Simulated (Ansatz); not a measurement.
This script makes a scan of the energy under strain of Ge, space group Cmmm with the Ansatz DFT code, driven from Python.

`strain.py`:
```python
'''Energy of Ge under tetragonal strain, ions carried with the cell.'''

import argparse

import ansatz as az
import numpy as np
from tabulate import tabulate

parser = argparse.ArgumentParser(description='Energy of Ge under tetragonal strain, ions carried with the cell.')
parser.add_argument('--functional', default='r2scan', help='exchange-correlation functional')
parser.add_argument('--filling', default='fermi_dirac', help='how the bands are filled')
parser.add_argument('--sigma', type=float, default=0.1, help='smearing width (eV)')
parser.add_argument('--ecut', type=float, required=True, help='plane-wave cutoff (eV)')
parser.add_argument('--kgrid', type=int, nargs=3, required=True, help='k-point sampling')
args = parser.parse_args()

vectors0 = np.array([
    [1.397149, -2.600516, 0.0],
    [1.397149, 2.600516, 0.0],
    [0.0, 0.0, 2.698231],
])
sites = [
    ('Ge', (0.5, 0.5, 0.0)),
]


def make_crystal(cell):
    crystal = az.Crystal(lattice=az.Lattice.of(cell))
    for symbol, position in sites:
        crystal = crystal.atom(symbol, position)
    return crystal

# clamped ions: the fractional positions stay as typed
values = np.linspace(-0.03, 0.03, 7)
energies = []
for d in values:
    strain = np.diag([d, d, (1 + d) ** -2 - 1])
    cell = vectors0 @ (np.eye(3) + strain)
    calculation = (
        make_crystal(cell).calculation()
        .pseudopotentials('paw')
        .functional(args.functional)
        .occupations(args.filling, width=args.sigma)
        .basis(args.ecut)
        .kpoints(*args.kgrid)
        .stress()
    )
    report = calculation.run(threads=1, backend='cpu').report
    energies.append(report['free_energy_ev'] / len(sites))
    s = report['stress_gpa']
    print(f'd = {d:+.4f}  stress xx yy zz xy (GPa, compression positive): {s[0][0]:8.3f} {s[1][1]:8.3f} {s[2][2]:8.3f} {s[0][1]:8.3f}')
energies = np.array(energies)

print(tabulate(zip(values, 1000 * (energies - energies.min())), headers=['strain', 'dE (meV/atom)'], floatfmt='.3f'))
curvature = 2 * np.polyfit(values, energies, 3)[1]
volume = abs(np.linalg.det(vectors0)) / len(sites)
print(f'd2E/dd2 over the volume: {curvature / volume * 160.21766:.1f} GPa')
```

How much energy does this tetragonal strain cost, and what curvature follows?

Against the unstrained cell the energy per atom changes by +52.70 meV at one end of the scan and +48.58 meV at the other, and its second derivative over the volume is 926.8 GPa.

What the script printed:

Running `python strain.py --ecut 520.0 --kgrid 14 14 13` prints:
```text
d = -0.0300  stress xx yy zz xy (GPa, compression positive):    2.802    1.935  -10.202    0.000
d = -0.0200  stress xx yy zz xy (GPa, compression positive):    0.583    0.230   -8.299    0.000
d = -0.0100  stress xx yy zz xy (GPa, compression positive):   -0.861   -1.504   -6.380    0.000
d = +0.0000  stress xx yy zz xy (GPa, compression positive):   -1.723   -3.189   -4.489    0.000
d = +0.0100  stress xx yy zz xy (GPa, compression positive):   -3.488   -5.139   -1.075    0.000
d = +0.0200  stress xx yy zz xy (GPa, compression positive):   -5.537   -6.938    3.627    0.000
d = +0.0300  stress xx yy zz xy (GPa, compression positive):   -7.516   -8.259    8.979    0.000
  strain    dE (meV/atom)
--------  ---------------
  -0.030           52.699
  -0.020           26.088
  -0.010            9.008
   0.000            0.000
   0.010            1.000
   0.020           16.622
   0.030           48.583
d2E/dd2 over the volume: 926.8 GPa
```

What to keep in mind:
- Total energies depend on the potentials; only differences at equal settings carry meaning.
- The curvature belongs to this strain pattern and to the cell's stress; it equals a single elastic constant only for simple patterns.
- In a metal a curvature from energy changes of a few meV or less hangs on mesh and smearing, in size and even in sign.
- This isn't the structure that Ge takes at ambient conditions.
- The ions keep their fractional positions (clamped ions).
- Run time: 58 s on 1 thread of Intel(R) Xeon(R) Processor @ 2.30GHz (shared host), peak memory 0.68 GiB.
